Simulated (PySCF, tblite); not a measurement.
# C3H5BrFN2+: vibronic structure

Aim: compute the vibronic structure of C3H5BrFN2+ (`N/C=C(\Br)C(=[NH2+])F`).

Programs: tblite 0.8.0 and PySCF 2.14.0, with routines of our own; each step states its level. All values are computed. Atoms count from 0.

### 1 The starting structure

12 atoms, charge 1, multiplicity 1; geometry from: force field or distance geometry start.

### 2 Relaxing the molecule with GFN2-xTB

Job settings and geometry (Å):

```
{"job": {"kind": "relax", "xc": "GFN2-xTB", "basis": "xTB"}, "charge": 1, "multiplicity": 1}
N      2.412300    -0.145200    -0.478500
C      1.181400    -0.251600     0.112400
C      0.001000     0.147700    -0.331900
Br    -0.235800     1.011100    -1.992000
C     -1.197500    -0.095400     0.527200
N     -2.396200     0.239700     0.207700
F     -1.033900    -0.700100     1.695000
H      3.251200    -0.489200    -0.021000
H      2.511600     0.291800    -1.389000
H      1.271600    -0.751500     1.095200
H     -2.604700     0.707200    -0.671500
H     -3.159900     0.034700     0.852900
```

The run is started by

```
$ OMP_NUM_THREADS=1 python excited_run.py task.json out
```

The driver reads the jobs from task.json and runs them one after another.

What it wrote:

```text
step      E/eV     max force
  0    -630.33594    5.306
  1    -630.59100    2.470
  2    -630.67838    0.921
  3    -630.69394    0.563
  4    -630.70222    0.376
  5    -630.71143    0.306
  6    -630.71701    0.220
  7    -630.72157    0.202
  8    -630.72400    0.193
  9    -630.72693    0.155
 10    -630.72961    0.165
 11    -630.73174    0.133
 12    -630.73332    0.111
 13    -630.73485    0.124
 14    -630.73637    0.121
 15    -630.73753    0.090
 16    -630.73838    0.085
 17    -630.73915    0.096
 18    -630.73982    0.093
 19    -630.74028    0.072
 20    -630.74057    0.051
 21    -630.74081    0.053
 22    -630.74111    0.064
 23    -630.74146    0.061
 24    -630.74175    0.042
 25    -630.74195    0.040
 26    -630.74209    0.031
 27    -630.74220    0.031
 28    -630.74231    0.027
 29    -630.74240    0.028
 30    -630.74249    0.028
 31    -630.74254    0.018
 32    -630.74257    0.011
 33    -630.74258    0.007
```

It took 0.14 s on 1 thread of Intel Xeon 6975P-C, shared host.

Relaxation path: (not every step is listed)

| step | energy from step 0 (eV) | largest force (eV/Å) |
| --- | --- | --- |
| 0 | 0.0000 | 5.3059 |
| 1 | -0.2551 | 2.4696 |
| 2 | -0.3424 | 0.9210 |
| 3 | -0.3580 | 0.5634 |
| 4 | -0.3663 | 0.3757 |
| 5 | -0.3755 | 0.3059 |
| 6 | -0.3811 | 0.2201 |
| 7 | -0.3856 | 0.2020 |
| 8 | -0.3881 | 0.1931 |
| 10 | -0.3937 | 0.1645 |
| 12 | -0.3974 | 0.1110 |
| 14 | -0.4004 | 0.1209 |
| 16 | -0.4024 | 0.0849 |
| 18 | -0.4039 | 0.0931 |
| 20 | -0.4046 | 0.0510 |
| 22 | -0.4052 | 0.0644 |
| 24 | -0.4058 | 0.0422 |
| 26 | -0.4061 | 0.0312 |
| 28 | -0.4064 | 0.0266 |
| 29 | -0.4065 | 0.0278 |
| 30 | -0.4065 | 0.0281 |
| 31 | -0.4066 | 0.0182 |
| 32 | -0.4066 | 0.0107 |
| 33 | -0.4066 | 0.0073 |

Distances of close pairs at the start and the end, largest changes first:

| bond | before (Å) | after (Å) | change (Å) |
| --- | --- | --- | --- |
| C2–C4 | 1.495 | 1.393 | -0.101 |
| C1–C2 | 1.323 | 1.391 | +0.068 |
| N0–C1 | 1.370 | 1.305 | -0.065 |
| C2–Br3 | 1.886 | 1.923 | +0.036 |
| C4–N5 | 1.285 | 1.311 | +0.026 |
| C1–H9 | 1.106 | 1.086 | -0.020 |
| N5–H11 | 1.021 | 1.013 | -0.008 |
| C4–F6 | 1.325 | 1.319 | -0.006 |

The next job starts from the end point, and lists it.

### 3 Harmonic vibrations with GFN2-xTB

Job settings and geometry (Å):

```
{"job": {"kind": "ir", "xc": "GFN2-xTB", "basis": "xTB"}, "charge": 1, "multiplicity": 1}
N      2.359228    -0.132710    -0.480304
C      1.252734    -0.299267     0.191226
C     -0.003471     0.106411    -0.245854
Br    -0.186951     0.978719    -1.949336
C     -1.164591    -0.088785     0.499376
N     -2.386289     0.256308     0.173218
F     -1.045703    -0.686788     1.669352
H      3.250488    -0.444883    -0.121711
H      2.345381     0.320192    -1.389253
H      1.317314    -0.788708     1.158370
H     -2.584714     0.721150    -0.703782
H     -3.152227     0.057675     0.805061
```

What it wrote:

```text
mode    cm-1     km/mol
  1      99.2     20.32
  2     164.3      5.44
  3     178.5      0.02
  4     179.1      9.11
  5     315.8      3.62
  6     325.5     16.49
  7     404.2     15.67
  8     511.2      2.25
  9     529.4     10.11
 10     584.0    246.27
 11     594.0     12.56
 12     606.4      3.70
 13     610.8      5.26
 14     649.1    175.78
 15     926.9     28.03
 16     932.5     13.86
 17     950.5     30.64
 18    1077.8     31.82
 19    1242.2     16.23
 20    1310.3     39.27
 21    1329.2    102.62
 22    1399.8     68.84
 23    1435.9     59.94
 24    1588.2   1498.75
 25    1631.8     19.84
 26    3032.6     17.84
 27    3351.6    173.38
 28    3384.1    214.89
 29    3439.4    106.62
 30    3450.7    151.83
```

Run time: 0.24 s. Hardware: 1 thread of Intel Xeon 6975P-C, shared host.

The strongest bands and the atoms that carry them (share of the mass-weighted mode):

```
cm⁻¹  km/mol                               atoms
 584   246.3          H11 51 %, N5 20 %, C4 12 %
 649   175.8  H8 52 %, N0 20 %, H7 12 %, C1 10 %
1329   102.6         H10 35 %, H11 27 %, C4 24 %
1588  1498.8  C1 32 %, C4 25 %, C2 19 %, N0 12 %
3352   173.4                             H8 85 %
3384   214.9                  H10 57 %, H11 37 %
3439   106.6                  H11 56 %, H10 35 %
3451   151.8                             H7 85 %
```

### 4 Vibronic structure: TDDFT CAM-B3LYP/def2-SVP

The job, as its differences from that of step 3:

```diff
@@ -1,2 +1,2 @@
-{"job": {"kind": "ir", "xc": "GFN2-xTB", "basis": "xTB"}, "charge": 1, "multiplicity": 1}
+{"job": {"kind": "vib", "xc": "CAM-B3LYP", "basis": "def2-SVP", "tda": false}, "charge": 1, "multiplicity": 1}
 N      2.359228    -0.132710    -0.480304
```

With the program's defaults for keys left out, this is: TDDFT CAM-B3LYP/def2-SVP vertical-gradient vibronic structure (displaced harmonic oscillators, Condon), gas phase.

What it wrote:

```text
final grid: 50776 points
cycle   1  E = -2899.9309753217  dE =  5.187e-01  |g| = 6.292e-01  |ddm| = 3.883e+00
cycle   2  E = -2899.9051971016  dE =  2.578e-02  |g| = 7.832e-01  |ddm| = 1.394e+00
cycle   3  E = -2900.0205020953  dE = -1.153e-01  |g| = 8.530e-02  |ddm| = 7.539e-01
cycle   4  E = -2900.0217322120  dE = -1.230e-03  |g| = 3.625e-02  |ddm| = 9.795e-02
cycle   5  E = -2900.0220037711  dE = -2.716e-04  |g| = 9.481e-03  |ddm| = 3.642e-02
cycle   6  E = -2900.0220228852  dE = -1.911e-05  |g| = 3.171e-03  |ddm| = 1.088e-02
cycle   7  E = -2900.0220253400  dE = -2.455e-06  |g| = 8.316e-04  |ddm| = 4.522e-03
cycle   8  E = -2900.0220255288  dE = -1.888e-07  |g| = 3.033e-04  |ddm| = 1.359e-03
cycle   9  E = -2900.0220255533  dE = -2.448e-08  |g| = 8.805e-05  |ddm| = 5.086e-04
cycle  10  E = -2900.0220255557  dE = -2.444e-09  |g| = 3.760e-05  |ddm| = 1.621e-04
cycle  11  E = -2900.0220255561  dE = -3.438e-10  |g| = 9.193e-06  |ddm| = 6.190e-05
converged SCF energy = -2900.0220255561

Singlet excitations (eV, f): 4.879 (0.3606)  5.283 (0.0004)  6.037 (0.0000)  6.532 (0.2436)  6.818 (0.0085)  7.286 (0.0001)

State S1  4.8790 eV  f = 0.36058  H->L 0.98
  relaxed dipole 0.640 D, largest gradient of the excitation energy 0.0348 Eh/bohr
  mode    cm-1        S   lambda/meV  Raman
    7    404.2    1.1918      59.7   0.632
   13    610.8    0.7168      54.3   0.868
    6    325.5    0.8737      35.3   0.301
   20   1310.3    0.1794      29.2   1.000
   16    932.5    0.1783      20.6   0.503
    2    164.3    0.5714      11.6   0.050
   17    950.5    0.0861      10.1   0.253
   18   1077.8    0.0720       9.6   0.272
    8    511.2    0.0597       3.8   0.051
   19   1242.2    0.0199       3.1   0.100
    4    179.1    0.1142       2.5   0.012
  reorganisation energy 0.2445 eV, total S 4.082, 0-0 4.6345 eV
  absorption maximum 4.833 eV, width 0.342 eV

State S4  6.5315 eV  f = 0.24363  H-2->L 0.95
  relaxed dipole 1.151 D, largest gradient of the excitation energy 0.0562 Eh/bohr
  mode    cm-1        S   lambda/meV  Raman
   13    610.8    2.3804     180.3   0.751
   25   1631.8    0.4438      89.8   1.000
    6    325.5    1.3613      54.9   0.122
   17    950.5    0.2415      28.5   0.185
    2    164.3    0.9211      18.8   0.021
   22   1399.8    0.0811      14.1   0.134
   20   1310.3    0.0818      13.3   0.119
   19   1242.2    0.0826      12.7   0.108
    8    511.2    0.1938      12.3   0.043
    7    404.2    0.1829       9.2   0.025
   16    932.5    0.0454       5.3   0.033
    4    179.1    0.1368       3.0   0.004
  reorganisation energy 0.4485 eV, total S 6.171, 0-0 6.0831 eV
  absorption maximum 6.467 eV, width 0.524 eV

State T1  3.0543 eV  f = 0.00000  H->L 0.94
  relaxed dipole 1.144 D, largest gradient of the excitation energy 0.0381 Eh/bohr
  mode    cm-1        S   lambda/meV  Raman
   20   1310.3    0.2478      40.3   1.000
   13    610.8    0.4474      33.9   0.392
   16    932.5    0.2044      23.6   0.418
    7    404.2    0.3920      19.6   0.151
    6    325.5    0.3947      15.9   0.098
   18   1077.8    0.1169      15.6   0.319
    2    164.3    0.7354      15.0   0.047
   17    950.5    0.0819       9.6   0.174
   25   1631.8    0.0389       7.9   0.244
   19   1242.2    0.0394       6.1   0.143
    4    179.1    0.0944       2.1   0.007
  reorganisation energy 0.1955 eV, total S 2.825, 0-0 2.8588 eV
  absorption maximum 3.013 eV, width 0.344 eV
```

It took 27 s on 1 thread of Intel Xeon 6975P-C, shared host; peak memory 0.87 GiB.

### 5 Summary of results

| quantity | value |
| --- | --- |
| strongest single infrared mode (GFN2-xTB) | 1588 cm⁻¹, 1499 km/mol |
| zero-point energy (GFN2-xTB) | 51.8 kcal/mol |
| S1: vertical, reorganisation, 0-0, total S (step 4, TDDFT CAM-B3LYP/def2-SVP, modes from GFN2-xTB) | 4.88, 0.24, 4.63 eV; 4.1 |
| S4: vertical, reorganisation, 0-0, total S (step 4, TDDFT CAM-B3LYP/def2-SVP, modes from GFN2-xTB) | 6.53, 0.45, 6.08 eV; 6.2 |
| T1: vertical, reorganisation, 0-0, total S (step 4, TDA CAM-B3LYP/def2-SVP, modes from GFN2-xTB) | 3.05, 0.20, 2.86 eV; 2.8 |

What this shows: No mode is imaginary among the 30: a minimum at this level. The strongest single mode, at 1588 cm⁻¹, is spread over several atoms, C1, C4, C2, N0 among them. Unscaled tight-binding wavenumbers are off by several per cent, some by more. Its intensities can rank the bands wrongly. Steps that list no spin-orbit terms leave them out, which matters at and beside the heavy atoms. The vibronic model keeps the ground-state modes (from xTB) and shifts them along the gradient alone, so it can miss much of the relaxation that a full optimisation finds.
